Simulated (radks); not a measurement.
# Cu⁴⁺ in [Ar] 3d7: an all-electron calculation

Wanted: eigenvalues, radial structure and energy terms of the copper ion Cu4+.

Program: radks (a radial shooting solver on a logarithmic mesh, Libxc functionals) version 1. Level of theory: non-relativistic Kohn-Sham, PBEsol, spin-polarised, spherical densities, point nucleus; open shells are filled with parallel spins first. These are calculated values, not measurements, unless marked.

## (1) What is computed

```
element       : copper (Z = 29)
charge        : +4
electrons     : 25
configuration : [Ar] 3d7
```

Outer shells as boxes (Hund's rule):

Cu⁴⁺
```
[Ar] core
3d [↑↓][↑↓][↑ ][↑ ][↑ ]
```

## (2) The calculation

Settings of this run:

```text
Z 29
configuration [Ar] 3d7 4s0 4p0
relativity non-relativistic
functional pbe_sol,pbe_sol
spin polarised
nucleus point
```

**Question.** What will this run give?

The runs gave:

| quantity | value |
| --- | --- |
| total energy | -1634.33976 hartree |
| exchange-correlation share of it | 3.89 % |
| −T/E | 0.9993 |
| highest occupied level | 3d down, -69.136 eV |
| most extended occupied level | 3d down, <r> = 0.810 bohr |
| radius at density 0.001 e/bohr³ | 2.42 bohr |
| maxima of the radial density | 3 |
| ionisation energy, NIST | 80 (semi-emp.) eV |

What this shows: The radial density shows 3 maxima for 3 occupied principal shells. −T/E = 0.9993, near the virial value of 1. The top level binds by 69.136 eV, 87 % of the NIST ionisation energy of 80 eV; the potential of a semilocal functional falls off too fast, so its top eigenvalue is too shallow. Open shells are spherical and high-spin; term and fine-structure splittings are not resolved.
